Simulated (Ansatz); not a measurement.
# C₃H₉Cl₃GeO₃Si: a ladder of functionals and wavefunction methods

Aim: compute C₃H₉Cl₃GeO₃Si with functionals from several rungs and with coupled cluster, and see how far each lands from CCSD(T) at the basis-set limit for the atomisation energy.

Computed with Ansatz 0.2.0, Gaussian basis. Level: functionals in def2-TZVPP, the program's frozen cores in correlated methods.

The runs, in order: PBE-D4, r2SCAN-D4, PBE0-D4, B3LYP-D4, ωB97X-V, ωB97M-V, B2PLYP; CCSD(T)/def2-TZVPP; MP2/def2-QZVPP; extrapolation to the limit.

## (1) Structure used throughout

All runs share one geometry, relaxed beforehand with PBE0-D4 in a triple-zeta def2 set.

SMILES `C[O][Ge]([O]C)([O]C)[Si](Cl)(Cl)Cl`, 20 atoms, charge 0, spin multiplicity 1.

Atoms are counted from 1 here; the program's logs count them from 0.

Bond lengths: C1–O2 1.414 Å, C1–H12 1.097 Å, C1–H13 1.095 Å, C1–H14 1.091 Å, O2–Ge3 1.757 Å, Ge3–O4 1.757 Å, Ge3–O6 1.757 Å, Ge3–Si8 2.405 Å, O4–C5 1.414 Å, C5–H15 1.091 Å, C5–H16 1.095 Å, C5–H17 1.097 Å, O6–C7 1.414 Å, C7–H18 1.091 Å, C7–H19 1.097 Å, C7–H20 1.095 Å, Si8–Cl9 2.041 Å, Si8–Cl10 2.041 Å and more. Angles: O2–C1–H12 112.1°, O2–C1–H13 111.7°, O2–C1–H14 107.5°, H12–C1–H13 108.7°, H12–C1–H14 108.0°, H13–C1–H14 108.7°, C1–O2–Ge3 119.8°, O2–Ge3–O4 107.5°, O2–Ge3–O6 107.5°, O2–Ge3–Si8 111.4°, O4–Ge3–O6 107.5°, O4–Ge3–Si8 111.4°, O6–Ge3–Si8 111.4°, Ge3–O4–C5 119.8°, O4–C5–H15 107.5°, O4–C5–H16 111.7°, O4–C5–H17 112.1°, H15–C5–H16 108.6° and more.

Geometry (Å):

```mol
C3H9Cl3GeO3Si
  3D, bonds by distance, orders not assigned

 20 19  0  0  0  0  0  0  0  0999 V2000
   -0.9939   -1.4251   -2.2082 C   0  0
    0.1043   -0.6284   -1.8101 O   0  0
    0.2903   -0.1773   -0.1218 Ge  0  0
    1.7412    0.8061    0.0060 O   0  0
    1.7956    2.0657   -0.6340 C   0  0
    0.5688   -1.6524    0.7920 O   0  0
    0.7486   -1.5878    2.1929 C   0  0
   -1.6426    1.0035    0.6879 Si  0  0
   -2.4079    2.1982   -0.7787 Cl  0  0
   -1.1411    2.1711    2.2845 Cl  0  0
   -3.0850   -0.3161    1.2727 Cl  0  0
   -1.9540   -0.9327   -2.0092 H   0  0
   -0.9893   -2.3998   -1.7101 H   0  0
   -0.9125   -1.5830   -3.2850 H   0  0
    2.7766    2.4972   -0.4279 H   0  0
    1.6738    1.9753   -1.7180 H   0  0
    1.0339    2.7561   -0.2505 H   0  0
    0.9072   -2.6063    2.5515 H   0  0
   -0.1338   -1.1819    2.7034 H   0  0
    1.6197   -0.9822    2.4625 H   0  0
  1  2  8  0
  2  3  8  0
  3  4  8  0
  4  5  8  0
  3  6  8  0
  6  7  8  0
  3  8  8  0
  8  9  8  0
  8 10  8  0
  8 11  8  0
  1 12  8  0
  1 13  8  0
  1 14  8  0
  5 15  8  0
  5 16  8  0
  5 17  8  0
  7 18  8  0
  7 19  8  0
  7 20  8  0
M  END
```

## (2) PBE-D4 (GGA)

in.yaml reads:

```yaml
crystal:
  periodic: [false, false, false]
  atoms:
    - {symbol: C, position_ang: [-0.993862, -1.425095, -2.208161]}
    - {symbol: O, position_ang: [0.104335, -0.628413, -1.810105]}
    - {symbol: Ge, position_ang: [0.290320, -0.177269, -0.121829]}
    - {symbol: O, position_ang: [1.741209, 0.806058, 0.006042]}
    - {symbol: C, position_ang: [1.795608, 2.065681, -0.634002]}
    - {symbol: O, position_ang: [0.568773, -1.652378, 0.791978]}
    - {symbol: C, position_ang: [0.748622, -1.587831, 2.192898]}
    - {symbol: Si, position_ang: [-1.642554, 1.003459, 0.687863]}
    - {symbol: Cl, position_ang: [-2.407879, 2.198201, -0.778700]}
    - {symbol: Cl, position_ang: [-1.141111, 2.171125, 2.284531]}
    - {symbol: Cl, position_ang: [-3.085038, -0.316120, 1.272732]}
    - {symbol: H, position_ang: [-1.954046, -0.932709, -2.009186]}
    - {symbol: H, position_ang: [-0.989319, -2.399792, -1.710083]}
    - {symbol: H, position_ang: [-0.912485, -1.583025, -3.284960]}
    - {symbol: H, position_ang: [2.776598, 2.497233, -0.427916]}
    - {symbol: H, position_ang: [1.673806, 1.975287, -1.718048]}
    - {symbol: H, position_ang: [1.033890, 2.756108, -0.250459]}
    - {symbol: H, position_ang: [0.907215, -2.606313, 2.551522]}
    - {symbol: H, position_ang: [-0.133776, -1.181949, 2.703431]}
    - {symbol: H, position_ang: [1.619683, -0.982247, 2.462452]}
basis:
  gaussian: {orbitals: def2-TZVPP}
hamiltonian: {xc: pbe, dispersion: d4}
output: {forces: true, orbitals: {seedname: orbitals}}
```

Further steps of the session: r2SCAN-D4 (meta-GGA); PBE0-D4 (hybrid); B3LYP-D4 (hybrid); ωB97X-V (range-separated); ωB97M-V (range-separated); B2PLYP (double hybrid); CCSD(T) in def2-TZVPP; MP2 in def2-QZVPP.

Before running them: what should the planned runs give, taken together? Wanted: atomisation energy, CCSD(T)/CBS; farthest; mean size of error, hybrid; mean size of error, range-separated; gap, smallest and largest; T1 diagnostic; triples share of the correlation energy.

**Answer**, as computed:

```
                                quantity                                           value
         atomisation energy, CCSD(T)/CBS                                 1784.2 kcal/mol
functionals within 17.8 kcal/mol (1.0 %)  r2SCAN-D4, PBE0-D4, B3LYP-D4, ωB97X-V, ωB97M-V
                                farthest                         PBE-D4 (+33.5 kcal/mol)
              mean size of error, hybrid                                    9.7 kcal/mol
     mean size of error, range-separated                                    2.1 kcal/mol
               gap, smallest and largest            4.93 eV (PBE-D4), 11.51 eV (ωB97X-V)
                           T1 diagnostic                                          0.0120
 triples share of the correlation energy                                           4.0 %
```

In words: PBE-D4 is off by +33.5 kcal/mol. Double hybrids carry the basis error of their MP2 part in triple zeta, and no dispersion term here, so their miss is partly the set-up's. The reference freezes the cores and leaves out relativity and excitations past (T), and its outer-core shells are covered unevenly, so misses under about 17.8 kcal/mol can't be ranked. Hartree-Fock recovers 71 % of the binding; the rest is correlation. The gap grows from 4.9 to 11.5 eV across the functionals, mostly with the share of exact exchange. Correlated methods include outer-core shells of Ge, which these sets cover unevenly.
